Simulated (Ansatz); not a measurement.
# CaZnF4: the cost of one run

Method: DFT PBEsol, scalar-relativistic, plane waves, PAW, in Ansatz 0.2.0.

## 1. The system as given

It takes space group I4_1/a (No. 88, tetragonal). Conventional cell: a = 5.323 Å, b = 5.323 Å, c = 11.012 Å, α = 90.00°, β = 90.00°, γ = 90.00°. Around Ca (site symmetry -4) lie 8 F at 2.31 to 2.42 Å. Zn (site symmetry -4) has 4 F at 1.93 Å as nearest neighbours. Around F (site symmetry 1) lie 1 Zn at 1.93 Å and 2 Ca at 2.31 to 2.42 Å.

Structure file:

```
CELL_PARAMETERS angstrom
-2.66150 2.66150 5.50600
2.66150 -2.66150 5.50600
2.66150 2.66150 -5.50600
ATOMIC_POSITIONS crystal
Ca 0.50000 0.50000 0.00000
Ca 0.25000 0.75000 0.50000
Zn 0.00000 0.00000 0.00000
Zn 0.75000 0.25000 0.50000
F 0.25200 0.35700 0.42500
F 0.10700 0.18200 0.60500
F 0.93200 0.82700 0.57500
F 0.57700 0.50200 0.39500
F 0.49800 0.89300 0.07500
F 0.64300 0.06800 0.89500
F 0.81800 0.42300 0.92500
F 0.17300 0.74800 0.10500
```

The structure comes from the Crystallography Open Database.

(A quick probe on a coarse mesh, which set the mesh and smearing, is not shown.)

## 3. The relaxation

The input, input.yaml:

```yaml
crystal:
  lattice:
    - [-2.6615, 2.6615, 5.506]
    - [2.6615, -2.6615, 5.506]
    - [2.6615, 2.6615, -5.506]
  atoms:
    - { symbol: Ca, position: [0.5, 0.5, 0.0] }
    - { symbol: Ca, position: [0.25, 0.75, 0.5] }
    - { symbol: Zn, position: [0.0, 0.0, 0.0] }
    - { symbol: Zn, position: [0.75, 0.25, 0.5] }
    - { symbol: F, position: [0.252, 0.357, 0.425] }
    - { symbol: F, position: [0.107, 0.182, 0.605] }
    - { symbol: F, position: [0.932, 0.827, 0.575] }
    - { symbol: F, position: [0.577, 0.502, 0.395] }
    - { symbol: F, position: [0.498, 0.893, 0.075] }
    - { symbol: F, position: [0.643, 0.068, 0.895] }
    - { symbol: F, position: [0.818, 0.423, 0.925] }
    - { symbol: F, position: [0.173, 0.748, 0.105] }
basis:
  ecutwfc: 420
kpoints:
  mp_grid: { grid: [6, 6, 6] }
hamiltonian:
  xc: pbesol
scf:
  occupations: { method: gaussian, width: 0.02 }
output:
  forces: true
  stress: true
  eigenvalues: true
  write_density: true
  write_potential: true
  elf: true
  volumetric_format: npy
relax:
  adjacent_minimum: "off"
  f_tol: 0.005
  max_steps: 80
  cell: { stress_tol: 0.05 }
```

Run with:

```bash
ansatz run input.yaml --threads 4 --pin off --max-ram 10240MiB --backend cpu --events-out ev --progress --plain --runs-dir out
```

Q: Estimate wall time and peak memory on 4 threads of Intel Xeon Platinum 8488C (Sapphire Rapids), shared host.

About 38 s, with a peak of 0.81 GiB.
